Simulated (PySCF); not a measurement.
# Cl4MoO: the cost of one run

Method: levels as typed in each script, gas phase, geometry from GFN2-xTB; program: PySCF 2.14.0.

### Step 1. Starting geometry

SMILES `O=[Mo](Cl)(Cl)(Cl)Cl`, 6 atoms, charge 0, spin multiplicity 1.

Bond lengths: O1–Mo2 1.629 Å, Mo2–Cl3 2.240 Å, Mo2–Cl4 2.240 Å, Mo2–Cl5 2.240 Å, Mo2–Cl6 2.214 Å. Angles: O1–Mo2–Cl3 92.8°, O1–Mo2–Cl4 92.8°, O1–Mo2–Cl5 92.7°, O1–Mo2–Cl6 180.0°, Cl3–Mo2–Cl4 119.8°, Cl3–Mo2–Cl5 119.8°, Cl3–Mo2–Cl6 87.2°, Cl4–Mo2–Cl5 119.8°, Cl4–Mo2–Cl6 87.2°, Cl5–Mo2–Cl6 87.2°.

Coordinates:

```csv
atom,x (Å),y (Å),z (Å)
O1,-0.0036,0.0000,1.8847
Mo2,-0.0005,0.0000,0.2553
Cl3,1.2828,-1.8334,0.1486
Cl4,0.9462,2.0278,0.1481
Cl5,-2.2294,-0.1943,0.1438
Cl6,0.0034,-0.0001,-1.9582
```

### Step 2. Density, bond paths and surface potential (BLYP/def2-tzvp)

The input, input.py:

```python
import numpy as np
from pyscf import gto, scf, dft
from pyscf.scf import atom_ks, atom_hf
from scipy.linalg import block_diag

def solve(mol, dm0=None, hcore=None):
    mf = (dft.UKS if mol.spin else dft.RKS)(mol, xc='blyp')
    mf.grids.level = 3
    mf = mf.density_fit(auxbasis='def2-universal-jkfit')
    mf.conv_tol, mf.max_cycle = 1e-8, 80
    if hcore is not None:
        mf.get_hcore = lambda *args: hcore
    mf.kernel(dm0)
    if not mf.converged:
        mf = mf.newton().run(mf.mo_coeff, mf.mo_occ, max_cycle=30)
    assert mf.converged, 'SCF not converged'
    return mf

mol = gto.M(atom='''
O     -0.00355    -0.00004     1.88475
Mo    -0.00047    -0.00004     0.25531
Cl     1.28275    -1.83337     0.14856
Cl     0.94616     2.02782     0.14808
Cl    -2.22943    -0.19428     0.14383
Cl     0.00335    -0.00005    -1.95819
''', basis='def2-tzvp', ecp={'Mo': 'def2-tzvp'}, charge=0, spin=0, verbose=4)
mf = solve(mol)
mf.analyze()
# spherically averaged free atoms, for the promolecule
atom_ks.AtomSphAverageRKS.init_guess_by_vsap = lambda self, mol=None: self.init_guess_by_minao(mol)  # core potentials
atm = atom_ks.get_atm_nrks(mol, xc='blyp')
pro = block_diag(*[(atm[a[0]][2] * atm[a[0]][3]) @ atm[a[0]][2].T for a in mol._atom])
np.savez('result.npz', e=mf.e_tot, c=mf.mo_coeff, occ=mf.mo_occ, eps=mf.mo_energy, pro=pro, dip=mf.dip_moment(verbose=0), s2=mf.spin_square()[0])
```

On the command line:

```console
$ OMP_NUM_THREADS=1 python input.py
```

Q: Estimate wall time and peak memory on 1 thread of Intel Xeon 6975P-C (Granite Rapids), shared host.

About 29 s, with a peak of 0.73 GiB.
